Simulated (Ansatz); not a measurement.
# C9H20IN (N-butyl-N-methylpyrrolidinium iodide): the cost of one run

Method: the settings change from run to run; program: Ansatz 0.2.0, Gaussian basis.

7 further runs of the same task are left out: 4 that didn't finish, 3 set aside as unsound or not needed.

## 1. The relaxed structure

The structure was relaxed beforehand with PBE0-D4/def2-SVP. I takes a core potential in def2 sets; no spin-orbit term is included.

SMILES `CCCC[N+]1(C)CCCC1.[I-]`, 31 atoms, charge 0, spin multiplicity 1.

Atoms are counted from 1 here; the program's logs count them from 0.

Bond lengths: C1–C2 1.519 Å, C1–H11 1.103 Å, C1–H12 1.100 Å, C1–H13 1.102 Å, C2–C3 1.526 Å, C2–H14 1.105 Å, C2–H15 1.104 Å, C3–C4 1.512 Å, C3–H16 1.106 Å, C3–H17 1.102 Å, C4–N5 1.502 Å, C4–H18 1.110 Å, C4–H19 1.101 Å, N5–C6 1.492 Å, N5–C7 1.508 Å, N5–C10 1.495 Å, C6–H20 1.108 Å, C6–H21 1.096 Å and more. Angles: C2–C1–H11 111.6°, C2–C1–H12 111.2°, C2–C1–H13 111.2°, H11–C1–H12 107.6°, H11–C1–H13 107.6°, H12–C1–H13 107.5°, C1–C2–C3 112.9°, C1–C2–H14 109.8°, C1–C2–H15 109.9°, C3–C2–H14 109.4°, C3–C2–H15 108.5°, H14–C2–H15 106.1°, C2–C3–C4 110.0°, C2–C3–H16 109.5°, C2–C3–H17 108.2°, C4–C3–H16 111.8°, C4–C3–H17 109.9°, H16–C3–H17 107.3° and more.

## 2. PBE0-DH/def2-mTZVPP

Options: unrestricted orbitals, atoms shaken by 0.08 Å, the search for lower states set to off.

The input, in.yaml:

```yaml
crystal:
  periodic: [false, false, false]
  atoms:
    - {symbol: C, position_ang: [4.256619, 0.410362, 0.099341]}
    - {symbol: C, position_ang: [2.928246, -0.483379, 0.264081]}
    - {symbol: C, position_ang: [1.537831, 0.365229, -0.002262]}
    - {symbol: C, position_ang: [0.605312, -0.740070, -0.042510]}
    - {symbol: N, position_ang: [-0.931043, -0.058412, 0.211012]}
    - {symbol: C, position_ang: [-1.206669, 0.916045, 0.942288]}
    - {symbol: C, position_ang: [-1.857408, -1.251882, 0.148929]}
    - {symbol: C, position_ang: [-3.186880, -0.476866, -0.401189]}
    - {symbol: C, position_ang: [-2.671784, 0.485232, -1.399934]}
    - {symbol: C, position_ang: [-1.280881, 0.432676, -1.394304]}
    - {symbol: H, position_ang: [4.300288, 1.207220, -0.748712]}
    - {symbol: H, position_ang: [4.979958, -0.159518, 0.148091]}
    - {symbol: H, position_ang: [4.287115, 1.380468, 0.920825]}
    - {symbol: H, position_ang: [3.128088, -1.097339, -0.837071]}
    - {symbol: H, position_ang: [3.023563, -0.967041, 1.094589]}
    - {symbol: H, position_ang: [1.613830, 0.873975, -0.921629]}
    - {symbol: H, position_ang: [1.610989, 1.092889, 0.773599]}
    - {symbol: H, position_ang: [0.513374, -1.104318, 1.126317]}
    - {symbol: H, position_ang: [0.551762, -1.434113, -0.626310]}
    - {symbol: H, position_ang: [-0.852946, 0.522411, 2.045241]}
    - {symbol: H, position_ang: [-2.088578, 1.189644, 1.052122]}
    - {symbol: H, position_ang: [-0.356279, 1.909599, 0.785927]}
    - {symbol: H, position_ang: [-1.686291, -1.941019, -0.269799]}
    - {symbol: H, position_ang: [-1.978965, -1.417019, 1.229428]}
    - {symbol: H, position_ang: [-3.776204, 0.024623, 0.532672]}
    - {symbol: H, position_ang: [-3.830257, -1.473728, -0.708855]}
    - {symbol: H, position_ang: [-3.117567, 0.220404, -2.475800]}
    - {symbol: H, position_ang: [-3.200994, 1.519993, -1.105326]}
    - {symbol: H, position_ang: [-0.710251, 1.513371, -1.545785]}
    - {symbol: H, position_ang: [-0.764479, -0.231706, -1.966085]}
    - {symbol: I, position_ang: [-0.524848, -1.566311, 3.778587]}
basis:
  gaussian: {orbitals: def2-mTZVPP}
magnetization: {spin_polarized: true, initial_magnetization: 0}
hamiltonian: {xc: {name: PBE0-DH}}
scf: {lower_state_search: off}
output: {forces: true}
```

Command:

```console
ansatz run in.yaml --threads 4 --pin off --events-out ev --progress --plain --max-ram 6963MiB
```

Q: Estimate wall time and peak memory on 4 threads of Arm Neoverse V1, shared host.

About 3.5 min, with a peak of 3 GiB.
